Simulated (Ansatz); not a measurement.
# H17ClO8: the cost of one run

Program: Ansatz 0.2.0. Level of theory: DFT PBE+D3(BJ), plane waves, PAW, scalar-relativistic, no spin polarisation. These are calculated values, not measurements.

## Step 1: The starting structure

The cell holds 26 atoms (ClH17O8): a = 6.627 Å, b = 6.627 Å, c = 6.627 Å, α = 90.00°, β = 90.00°, γ = 90.00°.

The coordinates stand in the first input below.

## Step 2: Preparing the start

input.yaml

```yaml
accuracy: low
crystal:
  lattice:
    - [6.626705, 0.0, 0.0]
    - [0.0, 6.626705, 0.0]
    - [0.0, 0.0, 6.626705]
  atoms:
    - { symbol: O, position: [0.1880118, 0.9384705, 0.2660166] }
    - { symbol: H, position: [0.2228024, 1.0752785, 0.3039137] }
    - { symbol: H, position: [0.1760306, 0.9440626, 0.120455] }
    - { symbol: O, position: [0.9474886, 0.522096, 0.4683042] }
    - { symbol: H, position: [0.9940472, 0.4306874, 0.36419] }
    - { symbol: H, position: [0.9399038, 0.6515584, 0.400888] }
    - { symbol: O, position: [0.3621702, 0.7804597, 0.6875541] }
    - { symbol: H, position: [0.2267272, 0.7536348, 0.63961] }
    - { symbol: H, position: [0.4467167, 0.7540204, 0.5712965] }
    - { symbol: O, position: [0.6641307, 0.6980288, 0.2826153] }
    - { symbol: H, position: [0.5232861, 0.6595588, 0.2758445] }
    - { symbol: H, position: [0.6989721, 0.7291853, 0.1441294] }
    - { symbol: O, position: [0.8160099, 0.2368884, 0.9725047] }
    - { symbol: H, position: [0.8271321, 0.3539132, 0.8856458] }
    - { symbol: H, position: [0.8161501, 0.1238972, 0.8797902] }
    - { symbol: O, position: [0.372431, 0.4002195, 0.6128101] }
    - { symbol: H, position: [0.4655794, 0.5079237, 0.5798528] }
    - { symbol: H, position: [0.2500354, 0.4362746, 0.5415195] }
    - { symbol: O, position: [0.5646679, 0.1106703, 0.6950888] }
    - { symbol: H, position: [0.6655791, 0.1604418, 0.6018004] }
    - { symbol: H, position: [0.6083398, -0.0255583, 0.7250477] }
    - { symbol: O, position: [0.9905883, 0.6200499, 0.8378046] }
    - { symbol: H, position: [0.9726452, 0.581814, 0.9777298] }
    - { symbol: H, position: [0.9050817, 0.7375322, 0.822008] }
    - { symbol: Cl, position: [0.4381488, 0.3686331, 0.0910434] }
    - { symbol: H, position: [0.4590191, 0.1781281, 0.115146] }
basis:
  ecutwfc: 420.0
kpoints:
  mp_grid: { grid: [1, 1, 1] }
hamiltonian:
  xc: pbe
  dispersion: d3bj
scf:
  occupations: { method: fermi_dirac, width: 0.05 }
  lower_state_search: "off"
relax:
  f_tol: 0.3
  max_steps: 15
  adjacent_minimum: "off"
```

Started as:

```console
$ ansatz run input.yaml --threads 1 --pin off --max-ram 3072MiB --backend cpu --events-out ev --progress --plain --runs-dir out
```

Q: Estimate wall time and peak memory on 1 thread of Arm Neoverse V2, shared host.

About 26 s, with a peak of 0.42 GiB.
